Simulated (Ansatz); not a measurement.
# CoO: properties at the relaxed cell

An exercise on one series of results from a longer session: the logs are not shown, and one member is left open.

Program: Ansatz 0.2.0. Level of theory: DFT PBEsol, scalar-relativistic, plane waves, PAW. These are calculated values, not measurements.

2 further runs of the same task are left out: 2 set aside as unsound or not needed.

### Starting point

The structure is cubic, space group Fm-3m (No. 225). Conventional cell: a = 4.167 Å, b = 4.167 Å, c = 4.167 Å, α = 90.00°, β = 90.00°, γ = 90.00°. Co (site symmetry m-3m) is surrounded by 6 O at 2.08 Å. O (site symmetry m-3m) has 6 Co at 2.08 Å as nearest neighbours.

Coordinates:

```cif
data_structure
_symmetry_space_group_name_H-M 'Fm-3m'
_symmetry_Int_Tables_number 225
_cell_length_a 4.1673
_cell_length_b 4.1673
_cell_length_c 4.1673
_cell_angle_alpha 90.000
_cell_angle_beta 90.000
_cell_angle_gamma 90.000
_cell_volume 72.37
loop_
_atom_site_label
_atom_site_type_symbol
_atom_site_symmetry_multiplicity
_atom_site_Wyckoff_symbol
_atom_site_fract_x
_atom_site_fract_y
_atom_site_fract_z
_atom_site_occupancy
Co1 Co 4 a 0.00000 0.00000 0.00000 1
O1 O 4 b 0.00000 0.00000 0.50000 1
```

This cell was relaxed beforehand with the same method: volume 9.05 Å³/atom, gap on the mesh none (metal), site moments up to 2.3 μB.

Set-up of the first run:

input.yaml reads:

```yaml
crystal:
  lattice:
    - [-1.4734932991, 1.4734932991, 2.0833044186]
    - [1.4734932991, -1.4734932991, 2.0833044186]
    - [1.4734932991, 1.4734932991, -2.0833044186]
  atoms:
    - { symbol: Co, position: [0.0, 0.0, 0.0], spin: 2.57 }
    - { symbol: O, position: [0.5, 0.5, 0.0], spin: 0.32 }
basis:
  ecutwfc: 420
kpoints:
  mp_grid: { grid: [20, 20, 20] }
  band_path:
    path:
      - [[0.0, 0.0, 0.0], [0.0, 0.0, 0.5], [0.25, 0.25, 0.25], [0.0, 0.5, 0.0], [0.0, 0.0, 0.0], [0.5, 0.5, -0.5], [0.37506358, 0.62493642, -0.37506358]]
      - [[-0.37506358, 0.37506358, 0.37506358], [0.0, 0.0, 0.0]]
      - [[0.0, 0.0, 0.5], [-0.25012717, 0.25012717, 0.5]]
      - [[0.5, 0.5, -0.25012717], [0.5, 0.5, -0.5]]
    npoints: 14
hamiltonian:
  xc: pbesol
scf:
  occupations: { method: gaussian, width: 0.1 }
  n_extra_bands: 6
output:
  forces: true
  stress: true
  eigenvalues: true
  populations: true
  dos: { projected: true, de: 0.02, nscf_kmesh: { grid: [30, 30, 30] } }
  bader: true
magnetization:
  spin_polarized: true
checkpoint:
  read: start.run
  write: ck
  compress: false
  write_wavefunctions: false
  write_every: 100000
```

Command:

```console
ansatz run input.yaml --threads 1 --pin off --max-ram 2560MiB --backend cpu --events-out ev --progress --plain --runs-dir out
```

Among the steps run: Static run: bands, density of states and charges; The cell as listed, for comparison; The cell scaled to 0.97 of its volume; Volume × 1.03; The cell scaled to 0.94 of its volume; Point at V/V0 = 1.06; Point at V/V0 = 0.91; The cell scaled to 1.10 of its volume; The cell scaled to 0.88 of its volume.

One of the session's tables, all rows but one given; the rest of the session is left out.

| volume (Å³/atom) | energy above the lowest point (meV/atom) | pressure (GPa) | largest moment (μB) |
| --- | --- | --- | --- |
| 7.961 | 80.5 | 26.15 | 1.72 |
| 8.232 | 43.7 | 18.27 | 1.92 |
| 8.504 | 18.3 | 11.25 | 2.08 |
| 8.775 | 4.6 | 5.32 | 2.22 |
| 9.046 | 0.0 | 0.00 | 2.34 |
| 9.318 | ? | ? | ? |
| 9.589 | 15.7 | -9.19 | 2.50 |
| 9.951 | 42.9 | -14.77 | 2.53 |

**Question.** Estimate the row for volume (Å³/atom) = 9.318.

Worked estimate for «energy above the lowest point (meV/atom)». A straight line through the neighbours (9.046, 0.0) and (9.589, 15.7) gives 0.0 + (15.7 − 0.0) × (9.318 − 9.046) / (9.589 − 9.046) = 7.9; a parabola fitted to 4 rows on both sides gives 4.0.

As computed: energy above the lowest point (meV/atom): 4.1; pressure (GPa): -4.71; largest moment (μB): 2.44. In «energy above the lowest point (meV/atom)» the line misses by +3.8 and the parabola by -0.1.

To keep in mind: With one magnetic atom in the cell only ferromagnetic order fits, and no U was applied, so an antiferromagnetic state was not tested. Without a U such compounds often come out metallic though many are antiferromagnetic insulators. Warnings in the runs' records: stability check not made.
